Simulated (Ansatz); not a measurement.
**Cl2FH4NSi (built from SMILES F.N[SiH](Cl)Cl): search for a transition state**

Aim: find the saddle point of a four-centre ligand exchange that is to form Si1–F7, N2–H6 and break Si1–N2, H6–F7, prove it by its vibrations, and relax downhill on both sides to see what it joins.

The runs use Ansatz 0.2.0, Gaussian basis; PBE0-D4, def2-SVP first, then def2-TZVP.

152 further runs of the same task are left out: 152 set aside as unsound or not needed. Runs told in other sessions of the task aren't counted.

**1. The starting structure**

The guess: 9 atoms, charge 0, spin multiplicity 1.

Atoms are counted from 1 here; the program's logs count them from 0.

Bond lengths: Si1–N2 1.835 Å, Si1–Cl3 1.989 Å, Si1–Cl4 2.049 Å, Si1–H5 1.438 Å, N2–H6 1.196 Å, N2–H8 1.013 Å, N2–H9 1.015 Å. Angles: N2–Si1–Cl3 107.2°, N2–Si1–Cl4 101.1°, N2–Si1–H5 111.4°, Cl3–Si1–Cl4 107.7°, Cl3–Si1–H5 121.7°, Cl4–Si1–H5 105.7°, Si1–N2–H6 89.6°, Si1–N2–H8 115.7°, Si1–N2–H9 115.8°, H6–N2–H8 113.3°, H6–N2–H9 112.8°, H8–N2–H9 108.6°.

Geometry (Å):

```mol
Cl2FH4NSi
  3D, bonds by distance, orders not assigned

  9  7  0  0  0  0  0  0  0  0999 V2000
   -0.7636    0.1504   -0.4206 Si  0  0
    0.8094    0.2430    0.5201 N   0  0
   -0.3019   -0.3528   -2.2882 Cl  0  0
   -1.3363    2.1180   -0.4297 Cl  0  0
   -1.7793   -0.5477    0.3209 H   0  0
    0.8277   -0.9511    0.5909 H   0  0
    0.1843   -1.9768    0.2666 F   0  0
    0.7545    0.6970    1.4245 H   0  0
    1.6052    0.6200    0.0155 H   0  0
  1  2  8  0
  1  3  8  0
  1  4  8  0
  1  5  8  0
  2  6  8  0
  2  8  8  0
  2  9  8  0
M  END
```

Distances that are to change: Si1–F7 2.43 Å, N2–H6 1.20 Å, Si1–N2 1.84 Å, H6–F7 1.25 Å.

**2. Relaxing the guess with the reacting distances held**

The input, hold/in.yaml:

```yaml
crystal:
  periodic: [false, false, false]
  atoms:
    - {symbol: Si, position_ang: [-0.763600, 0.150400, -0.420600]}
    - {symbol: N, position_ang: [0.809400, 0.243000, 0.520100]}
    - {symbol: Cl, position_ang: [-0.301900, -0.352800, -2.288200]}
    - {symbol: Cl, position_ang: [-1.336300, 2.118000, -0.429700]}
    - {symbol: H, position_ang: [-1.779300, -0.547700, 0.320900]}
    - {symbol: H, position_ang: [0.827700, -0.951100, 0.590900]}
    - {symbol: F, position_ang: [0.184300, -1.976800, 0.266600]}
    - {symbol: H, position_ang: [0.754500, 0.697000, 1.424500]}
    - {symbol: H, position_ang: [1.605200, 0.620000, 0.015500]}
basis:
  gaussian: {orbitals: def2-SVP}
hamiltonian: {xc: pbe0, dispersion: d4}
relax: {f_tol: 0.04, max_steps: 150, escape_saddle: false, constraints: [{distance: [0, 6]}, {distance: [1, 5]}, {distance: [0, 1]}, {distance: [5, 6]}]}
```

The run is started by

```sh
$ ansatz run in.yaml --threads 8 --pin off --events-out ev --progress --plain --max-ram 19148MiB
```

Further steps of the session: A starting Hessian; Saddle search in the small basis; Saddle search in triple zeta; Vibrations at the point found; Relaxing after a step of 0.30 Å one way along the mode; Relaxing after a step of 0.30 Å the other way along the mode.

Q: Predict the outcome of this session. Wanted: imaginary mode; barrier from the start side; barrier from the end side; energy of the step; pairs that change; zero-point energy at the saddle.

The runs gave:

```
                       quantity                                                       value
                 imaginary mode                                                   744i cm⁻¹
    barrier from the start side                                                 60.0 kJ/mol
      barrier from the end side                                                123.8 kJ/mol
             energy of the step                                                -63.8 kJ/mol
              pairs that change  Si1–F7 formed, N2–H6 formed, Si1–N2 loosened, H6–F7 broken
zero-point energy at the saddle                                                    1.353 eV
```

In words: The point has a single imaginary mode (744i cm⁻¹), as a transition state must. It joins the planned start and end. A bond meant to break is only loosened at the end: the products stay bound as an adduct. At PBE0-D4/def2-TZVP the electronic barrier is 60.0 kJ/mol, about 24 kT at 298 K, and the step runs 63.8 kJ/mol downhill. A step off the saddle overshot and began above it in energy, so the link to its end is likely but not proven.
